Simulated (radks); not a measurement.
**Spin polarisation of the 5d shell in Re³⁺**

How much does Re³⁺ gain by aligning the spins in its 5d shell? The moment is raised step by step from zero.

The numbers are computed with radks (a radial shooting solver on a logarithmic mesh, Libxc functionals) version 1 (scalar-relativistic Kohn-Sham, BLYP, spin-polarised, spherical densities, finite nucleus), except any that are marked as measured or tabulated.

### Step 1. What is computed

| Item | Value |
| --- | --- |
| element | rhenium (Z = 75) |
| charge | +3 |
| electrons | 72 |
| configuration | [Xe] 4f14 5d(up 2, down 2) |
| nuclear rms radius | 5.3698 fm |

A shell typed twice in an input gives spin up, then spin down.

### Step 2. No moment

Settings of this run:

```text
Z 75
configuration [Xe] 4f14 5d2 5d2
relativity scalar-relativistic
functional b88,lyp
spin polarised
nucleus finite rms 5.3698 fm
c 137.035999084
```

### Step 3. moment 1 in 5d

Settings of this run:

```text
Z 75
configuration [Xe] 4f14 5d2.5 5d1.5
relativity scalar-relativistic
functional b88,lyp
spin polarised
nucleus finite rms 5.3698 fm
c 137.035999084
```

### Step 4. moment 2 in 5d

Settings of this run:

```text
Z 75
configuration [Xe] 4f14 5d3 5d1
relativity scalar-relativistic
functional b88,lyp
spin polarised
nucleus finite rms 5.3698 fm
c 137.035999084
```

### Step 5. moment 3 in 5d

Settings of this run:

```text
Z 75
configuration [Xe] 4f14 5d3.5 5d0.5
relativity scalar-relativistic
functional b88,lyp
spin polarised
nucleus finite rms 5.3698 fm
c 137.035999084
```

### Step 6. moment 4 in 5d

Settings of this run:

```text
Z 75
configuration [Xe] 4f14 5d4 5d0
relativity scalar-relativistic
functional b88,lyp
spin polarised
nucleus finite rms 5.3698 fm
c 137.035999084
```

Q: Predict the outcome of this session. Wanted: for each run, moment; E − E(0); ε(5d up); ε(5d down); splitting.

**Answer**, as computed:

```
moment (μB)  E − E(0) (eV)  ε(5d up) (eV)  ε(5d down) (eV)  splitting (eV)
          0          0.000        -32.994          -32.994           0.000
          1         -0.178        -33.328          -32.618           0.711
          2         -0.706        -33.610          -32.215           1.395
          3         -1.565        -33.837          -31.806           2.031
          4         -2.727        -34.016          -31.403           2.613
```

In words: At a moment of 4 μB the energy has fallen by 2.73 eV and the 5d levels split by 2.61 eV, 0.653 eV per μB. The Stoner form E = −I m²/4 would give I = 0.682 eV. The energy falls at every step.
